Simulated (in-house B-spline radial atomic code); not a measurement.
# Pt²⁺: ionisation energy by several methods

The task here is to estimate one member of a computed series from the others.

Program: in-house B-spline radial atomic code version 1. Level of theory: scalar-relativistic (X2C), several functionals, spin-polarised; spherical all-electron atom at the radial basis limit. These are calculated values, not measurements, unless marked.

## The system

* element: platinum (Z = 78)
* charge: +2
* electrons: 76
* configuration: [Xe] 4f14 5d8
* nucleus: Fermi, rms radius 5.427 fm

Outer shells as boxes (Hund's rule):

[Xe] 4f14 5d8
```
[Xe] core
4f [↑↓][↑↓][↑↓][↑↓][↑↓][↑↓][↑↓]
5d [↑↓][↑↓][↑↓][↑ ][↑ ]
```

Where spins are not typed, each open shell is filled with up spins first.

The first run:

The run's settings:

```ini
Z = 78
electrons = 76.0
configuration = [Xe] 4f14 5d8
hamiltonian = x2c
method = b88,p86
spin_polarised = True
nucleus = fermi
rms_radius = 5.427
mass_number = 195
atomic_mass = 194.964794325
speed_of_light = 137.035999084
```

Steps of the session up to this table: BP86; exchange-only LDA; LDA (VWN5); LDA (PW92); PBEsol.

One of the session's tables, all rows but one given; the rest of the session is left out.

```
           method  ΔSCF (eV)
exchange-only LDA     29.880
       LDA (VWN5)          ?
       LDA (PW92)     31.621
             BP86     31.346
           PBEsol     31.239
```

Estimate the missing values for LDA (VWN5).

**Answer.** ΔSCF (eV): 31.623. In the column «ΔSCF (eV)» it is the highest.
